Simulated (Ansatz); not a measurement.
# SVWN5/def2-TZVP run of GeClF (SMILES [F][Ge][Cl])

What is the electronic atomisation energy of GeClF at SVWN5/def2-TZVP? 

The calculation is run with Ansatz 0.2.0.

33 further runs of the same task are left out: 33 set aside as unsound or not needed.

### 1 Starting point

The species is GeClF (3 atoms), meant as a singlet with charge 0. SMILES: `[F][Ge][Cl]`. The coordinates come from a PBE0-D4/def2-TZVP relaxation.

Bond lengths: F1–Ge2 1.748 Å, Ge2–Cl3 2.180 Å. Angles: F1–Ge2–Cl3 98.3°.

### 2 A single-point energy at SVWN5/def2-TZVP

Input file job.yaml:

```yaml
crystal:
  periodic: [false, false, false]
  atoms:
    - {symbol: F, position_ang: [0.110400, 1.418700, 0.206200]}
    - {symbol: Ge, position_ang: [-0.762800, 0.035600, -0.410300]}
    - {symbol: Cl, position_ang: [0.641600, -1.519100, 0.191000]}
basis:
  gaussian: {orbitals: def2-TZVP}
output: {orbitals: {seedname: orbitals}}
hamiltonian: {xc: {name: SVWN5}}
magnetization: {spin_polarized: false}
accuracy: high
```

Started as:

```bash
$ ansatz run job.yaml --threads 1 --pin off --max-ram 3480MiB --events-out events.jsonl --progress --plain --runs-dir runs
```

The log of the run:

```text
Warning: RAYON_NUM_THREADS=1 ignored (pool sized by the plan → 1); use --threads N
Functional definition: SVWN5
  name "SVWN5"
  exchange = slater_x
  correlation = vwn5_c
1709 factors; integrals over basis functions are off by at most 4.6e-9 eV
mean field evaluation 1: about -71615.8966 eV, gradient 4.6e1 eV
mean field evaluation 2: about -71574.9226 eV, gradient 1.6e2 eV
mean field evaluation 4: about -71618.4861 eV, gradient 1.2e1 eV
mean field evaluation 8: about -71618.7891 eV, gradient 2.4e-1 eV
mean field evaluation 16: about -71618.7892 eV, gradient 4.5e-5 eV
mean field -71618.78919285 eV, -2631.9419578782 hartree, gradient 3.1e-8 eV, S^2 0.000000; 0 other end points of the search recorded, 0 dependent functions left out
reference -71618.78919496 eV, -2631.9419579559 hartree; 29, 29 occupied and 87, 87 virtual orbitals, 1709 factors
Total energy: -71618.78919496 eV, -2631.9419579559 hartree
```

Wall time 3.6 s (1 thread of Arm Neoverse V2, shared host); peak memory 0.24 GiB.

### 3 The Cl atom, same level

Input file input.yaml:

```yaml
crystal:
  periodic: [false, false, false]
  atoms:
    - {symbol: Cl, position_ang: [0.000000, 0.000000, 0.000000]}
basis:
  gaussian:
    orbitals: def2-TZVP
hamiltonian:
  xc: {name: SVWN5}
accuracy: high
magnetization:
  spin_polarized: true
  initial_magnetization: 1
```

Run the same way, it converges to -458.64987 Eh (log not shown).

### 4 The F atom at the same level

Input file job.yaml:

```yaml
basis:
  gaussian:
    orbitals: def2-TZVP
crystal:
  periodic: [false, false, false]
  atoms:
    - {symbol: F, position_ang: [0.000000, 0.000000, 0.000000]}
magnetization:
  spin_polarized: true
  initial_magnetization: 1
hamiltonian:
  xc: {name: SVWN5}
accuracy: high
```

Started as:

```bash
$ ansatz run job.yaml --threads 1 --pin off --max-ram 3480MiB --events-out events.jsonl --progress --plain --runs-dir runs
```

The log of the run:

```text
Warning: RAYON_NUM_THREADS=1 ignored (pool sized by the plan → 1); use --threads N
Functional definition: SVWN5
  name "SVWN5"
  exchange = slater_x
  correlation = vwn5_c
309 factors; integrals over basis functions are off by at most 2.7e-9 eV
mean field evaluation 1: about -2696.7464 eV, gradient 7.1e0 eV
mean field evaluation 2: about -2696.5795 eV, gradient 1.1e1 eV
mean field evaluation 4: about -2696.8343 eV, gradient 2.8e0 eV
mean field evaluation 8: about -2696.8497 eV, gradient 2.7e-1 eV
mean field evaluation 16: about -2696.8499 eV, gradient 2.8e-7 eV
mean field evaluation 32: about -2696.8499 eV, gradient 3.4e-4 eV
mean field -2696.84985957 eV, -99.1074043488 hartree, gradient 8.0e-9 eV, S^2 0.751174; 1 other end points of the search recorded, 0 dependent functions left out
reference -2696.84986034 eV, -99.1074043771 hartree; 5, 4 occupied and 26, 27 virtual orbitals, 309 factors
Total energy: -2696.84986034 eV, -99.1074043771 hartree
```

Run time: 0.36 s. Hardware: 1 thread of Arm Neoverse V2, shared host.

### 5 The Ge atom at the same level

Input file run.yaml:

```yaml
crystal:
  periodic: [false, false, false]
  atoms:
    - {symbol: Ge, position_ang: [0.000000, 0.000000, 0.000000]}
basis:
  gaussian:
    orbitals: def2-TZVP
magnetization:
  spin_polarized: true
  initial_magnetization: 2
hamiltonian:
  xc: {name: SVWN5}
accuracy: high
```

Run the same way, it converges to -2073.75732 Eh (log not shown).

### 6 Results

At SVWN5/def2-TZVP:

| quantity | value |
| --- | --- |
| molecule: total energy | -2631.94196 Eh |
| molecule: HOMO energy | -7.46 eV |
| molecule: LUMO energy | -3.84 eV |
| molecule: HOMO–LUMO gap | 3.62 eV |
| Cl atom: total energy | -458.64987 Eh |
| Cl atom: ⟨S²⟩ | 0.751 |
| F atom: total energy | -99.10740 Eh |
| F atom: ⟨S²⟩ | 0.751 |
| Ge atom: total energy | -2073.75732 Eh |
| Ge atom: ⟨S²⟩ | 2.001 |
| electronic atomisation energy | 11.629 eV |

What this shows: Taking the molecule apart into free atoms costs 11.63 eV (1122 kJ/mol), before zero-point energy and without spin-orbit coupling.
